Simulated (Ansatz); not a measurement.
# CH5AlBN: up Jacob's ladder to CCSD(T)

One table from this session's results is given with a row withheld; the runs are named, their logs left out.

Computed with Ansatz 0.2.0, Gaussian basis. Level: functionals in def2-TZVPP, the program's frozen cores in correlated methods.

The runs, in order: LDA (SPW92), PBE-D4, revPBE-D4, BLYP-D4, r2SCAN-D4, B97M-V, PBE0-D4, B3LYP-D4, r2SCANh-D4, r2SCAN0-D4, HSE06-D4, BHLYP-D4, CAM-B3LYP-D4, LC-ωPBE, ωB97X-V, ωB97M-V, B2PLYP, PBE-QIDH; CCSD(T)/def2-SVP; CCSD(T)/def2-TZVPP; MP2/def2-QZVPP; extrapolation to the limit; RPA on PBE.

## The geometry

An earlier PBE0-D4 in a triple-zeta def2 set relaxation fixed the geometry.

SMILES `[BH2][Al]1[CH2][NH]1`, 9 atoms, charge 0, spin multiplicity 1.

Atoms are counted from 1 here; the program's logs count them from 0.

Bond lengths: B1–Al2 2.105 Å, B1–H5 1.196 Å, B1–H6 1.196 Å, Al2–C3 1.941 Å, Al2–N4 1.730 Å, C3–N4 1.486 Å, C3–H7 1.093 Å, C3–H8 1.093 Å, N4–H9 1.005 Å. Angles: Al2–B1–H5 121.6°, Al2–B1–H6 121.8°, H5–B1–H6 116.6°, B1–Al2–C3 164.9°, B1–Al2–N4 147.8°, C3–Al2–N4 47.3°, Al2–C3–N4 58.9°, Al2–C3–H7 122.0°, Al2–C3–H8 121.9°, N4–C3–H7 116.0°, N4–C3–H8 116.2°, H7–C3–H8 111.3°, Al2–N4–C3 73.8°, Al2–N4–H9 164.0°, C3–N4–H9 121.9°.

The first run:

The input, in.yaml:

```yaml
crystal:
  periodic: [false, false, false]
  atoms:
    - {symbol: B, position_ang: [-0.944843, 1.758714, -1.320269]}
    - {symbol: Al, position_ang: [-0.116623, 0.189856, -0.187687]}
    - {symbol: C, position_ang: [0.673192, -1.482391, 0.400475]}
    - {symbol: N, position_ang: [0.398256, -0.383059, 1.361252]}
    - {symbol: H, position_ang: [-0.254360, 2.556267, -1.884343]}
    - {symbol: H, position_ang: [-2.126102, 1.871514, -1.471041]}
    - {symbol: H, position_ang: [0.079138, -2.390778, 0.528332]}
    - {symbol: H, position_ang: [1.726232, -1.717369, 0.225376]}
    - {symbol: H, position_ang: [0.653710, -0.449154, 2.330906]}
basis:
  gaussian: {orbitals: def2-TZVPP}
hamiltonian: {xc: lda}
output: {orbitals: {seedname: orbitals}}
```

Launch:

```console
> ansatz run in.yaml --threads 2 --pin off --events-out ev --progress --plain --max-ram 4352MiB
```

Among the steps run: LDA; PBE-D4 (GGA); revPBE-D4 (GGA); BLYP-D4 (GGA); r2SCAN-D4 (meta-GGA); B97M-V (meta-GGA); B3LYP-D4 (hybrid); r2SCANh-D4 (hybrid); r2SCAN0-D4 (hybrid); HSE06-D4 (hybrid); BHLYP-D4 (hybrid); CAM-B3LYP-D4 (range-separated); LC-ωPBE (range-separated); ωB97X-V (range-separated); ωB97M-V (range-separated); B2PLYP (double hybrid); PBE-QIDH (double hybrid).

One table of the session follows, with a row left open; its other results are not shown here.

It belongs to the step «Orbital energies across the functionals». 

```
  functional  HOMO (eV)  LUMO (eV)  gap (eV)
 LDA (SPW92)      -5.30      -4.00      1.30
      PBE-D4      -5.14      -3.75      1.40
   revPBE-D4      -5.08      -3.64      1.44
     BLYP-D4      -5.00      -3.56      1.44
   r2SCAN-D4          ?          ?         ?
      B97M-V      -5.32      -3.60      1.72
     PBE0-D4      -6.30      -2.87      3.43
    B3LYP-D4      -6.08      -3.04      3.04
  r2SCANh-D4      -5.75      -3.17      2.59
  r2SCAN0-D4      -6.44      -2.70      3.73
    HSE06-D4      -5.90      -3.24      2.66
    BHLYP-D4      -7.36      -1.86      5.51
CAM-B3LYP-D4      -7.62      -1.77      5.84
     LC-ωPBE      -8.96      -0.63      8.33
     ωB97X-V      -8.61      -0.72      7.89
     ωB97M-V      -8.51      -0.96      7.55
```

Estimate the missing values for r2SCAN-D4.

Worked estimate for «HOMO (eV)». Against the share of exact exchange, r2SCANh-D4 (0.1, -5.75), r2SCAN0-D4 (0.25, -6.44) give a slope of -4.60 per unit share; at 0 the line stands at -5.29.

The run gave: HOMO (eV): -5.31; LUMO (eV): -3.47; gap (eV): 1.83. In «HOMO (eV)» the line misses by +0.02.
